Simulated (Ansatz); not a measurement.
# ZnS: the cost of one run

Computed with Ansatz 0.2.0 (DFT LDA, all-electron LAPW, scalar-relativistic unless said, unless a step's input says otherwise).

1 further run of the same task is left out (it didn't finish).

## 1. The structure to begin with

Symmetry: P6_3mc, No. 186, hexagonal system. The conventional cell has a = 3.738 Å, b = 3.738 Å, c = 6.143 Å, α = 90.00°, β = 90.00°, γ = 120.00°. Zn (site symmetry 3m) has 4 S at 2.29 to 2.30 Å as nearest neighbours. S (site symmetry 3m) is surrounded by 4 Zn at 2.29 to 2.30 Å.

Structure file:

```
Zn S
1.0
     3.73823    0.00000    0.00000
    -1.86912    3.23740    0.00000
     0.00000    0.00000    6.14300
Zn S
2 2
Direct
  0.33333 0.66667 0.00559
  0.66667 0.33333 0.50559
  0.33333 0.66667 0.37941
  0.66667 0.33333 0.87941
```

Cartesian axes are those of the input's lattice vectors. The structure goes back to a database entry.

## 2. Reference run, LAPW

File input.yaml:

```yaml
crystal:
  lattice:
    - [3.73823243636, 0.0, 0.0]
    - [-1.86911621818, 3.23740425514, 0.0]
    - [0.0, 0.0, 6.1429976694]
  atoms:
    - { symbol: Zn, position: [0.333333333333, 0.666666666667, 0.005591326024] }
    - { symbol: Zn, position: [0.666666666667, 0.333333333333, 0.505591326024] }
    - { symbol: S, position: [0.333333333333, 0.666666666667, 0.379408673976] }
    - { symbol: S, position: [0.666666666667, 0.333333333333, 0.879408673976] }
kpoints:
  mp_grid: { grid: [6, 6, 4] }
scf:
  occupations: { method: fixed }
hamiltonian:
  xc: lda
  pseudopotentials: { kind: all_electron, lapw: { basis_error: 0.0005 } }
phonons:
  supercell: [1, 1, 1]
```

Started as:

```
> ansatz run input.yaml --threads 1 --pin off --max-ram 3072MiB --backend cpu --events-out ev --progress --plain --runs-dir out
```

**Question.** How long does this run take on 1 thread of Intel Xeon Platinum 8488C (Sapphire Rapids), shared host, and how much memory does it need?

About 3.5 min, with a peak of 0.61 GiB.
